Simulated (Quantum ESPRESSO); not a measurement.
Wanted: the native input for a Quantum ESPRESSO 7.5 run.

```
Task                : projected density of states
Functional          : PBE
Potentials or basis : GBRV 1.5 PBE
Cutoff              : 612 eV
Density cutoff      : 4898 eV
k mesh              : 7 × 7 × 7
Occupations         : cold, width 0.2 eV
Spin                : no spin polarisation
Mixing beta         : 0.5
Most SCF iterations : 120
SCF threshold       : 1.2e-09 Ry
Dos occupations     : tetrahedra_opt
```

Crystal: Li3TiP2.

```
Li Ti P
1.0
     2.52829    1.45971    4.20509
    -2.52829    1.45971    4.20509
     0.00000   -2.91942    4.20509
Li Ti P
3 1 2
Direct
  0.00000 0.50000 0.50000
  0.50000 0.00000 0.50000
  0.50000 0.50000 0.00000
  0.50000 0.50000 0.50000
  0.12477 0.12477 0.12477
  0.87523 0.87523 0.87523
```

The cell was built by a generator and needn't be a form met in nature.

The input as run:

pw.in

```
&CONTROL
  calculation = 'scf'
  prefix = 'pwscf'
  outdir = './tmp'
  pseudo_dir = './pseudo'
  tprnfor = .true.
  tstress = .true.
  disk_io = 'low'
/
&SYSTEM
  ibrav = 0
  A = 5.11916116
  nat = 6
  ntyp = 3
  ecutwfc = 45
  ecutrho = 360
  nbnd = 23
  occupations = 'smearing'
  smearing = 'mv'
  degauss = 0.01469973
/
&ELECTRONS
  conv_thr = 1.2d-09
  electron_maxstep = 120
  mixing_beta = 0.5
/
ATOMIC_SPECIES
Li     6.9400 li_pbe_v1.4.uspp.F.UPF
Ti    47.8670 ti_pbe_v1.4.uspp.F.UPF
P     30.9738 p_pbe_v1.5.uspp.F.UPF
CELL_PARAMETERS alat
   0.4938877076    0.2851462016    0.8214417672
  -0.4938877076    0.2851462016    0.8214417672
   0.0000000000   -0.5702924012    0.8214417672
ATOMIC_POSITIONS alat
Li    -0.2469438538   -0.1425730998    0.8214417672
Li     0.2469438538   -0.1425730998    0.8214417672
Li     0.0000000000    0.2851462016    0.8214417672
Ti     0.0000000000    0.0000000010    1.2321626508
P      0.0000000000    0.0000000002    0.3074705903
P      0.0000000000    0.0000000017    2.1568547113
K_POINTS automatic
7 7 7 0 0 0
```

nscf.in

```
&CONTROL
  calculation = 'nscf'
  prefix = 'pwscf'
  outdir = './tmp'
  pseudo_dir = './pseudo'
  disk_io = 'low'
/
&SYSTEM
  ibrav = 0
  A = 5.11916116
  nat = 6
  ntyp = 3
  ecutwfc = 45
  ecutrho = 360
  nbnd = 23
  occupations = 'tetrahedra_opt'
/
&ELECTRONS
  conv_thr = 1d-08
  electron_maxstep = 120
  mixing_beta = 0.5
/
ATOMIC_SPECIES
Li     6.9400 li_pbe_v1.4.uspp.F.UPF
Ti    47.8670 ti_pbe_v1.4.uspp.F.UPF
P     30.9738 p_pbe_v1.5.uspp.F.UPF
CELL_PARAMETERS alat
   0.4938877076    0.2851462016    0.8214417672
  -0.4938877076    0.2851462016    0.8214417672
   0.0000000000   -0.5702924012    0.8214417672
ATOMIC_POSITIONS alat
Li    -0.2469438538   -0.1425730998    0.8214417672
Li     0.2469438538   -0.1425730998    0.8214417672
Li     0.0000000000    0.2851462016    0.8214417672
Ti     0.0000000000    0.0000000010    1.2321626508
P      0.0000000000    0.0000000002    0.3074705903
P      0.0000000000    0.0000000017    2.1568547113
K_POINTS automatic
11 11 11 0 0 0
```

projwfc.in

```
&PROJWFC
  prefix = 'pwscf'
  outdir = './tmp'
  filpdos = 'p'
  Emin = -9
  Emax = 16
  DeltaE = 0.05
/
```

Potentials or basis: GBRV 1.5 PBE.

The run is started by

```sh
$ OMP_NUM_THREADS=1 pw.x -in pw.in > pw.out
$ OMP_NUM_THREADS=1 pw.x -in nscf.in > nscf.out
$ OMP_NUM_THREADS=1 projwfc.x -in projwfc.in > projwfc.out
```

It gave:

```json
{
 "Pressure": "-5.0 GPa",
 "Largest force": "0.072 eV/Å",
 "Band gap on the k mesh": "none (metal or under the smearing width)",
 "Loewdin charges": "Li -0.43; Ti +1.36; P +0.04 e"
}
```

Run time: 4.6 min on 1 thread of AMD EPYC 9R45 (Zen 5), with other jobs on the host, peak memory 0.35 GiB.
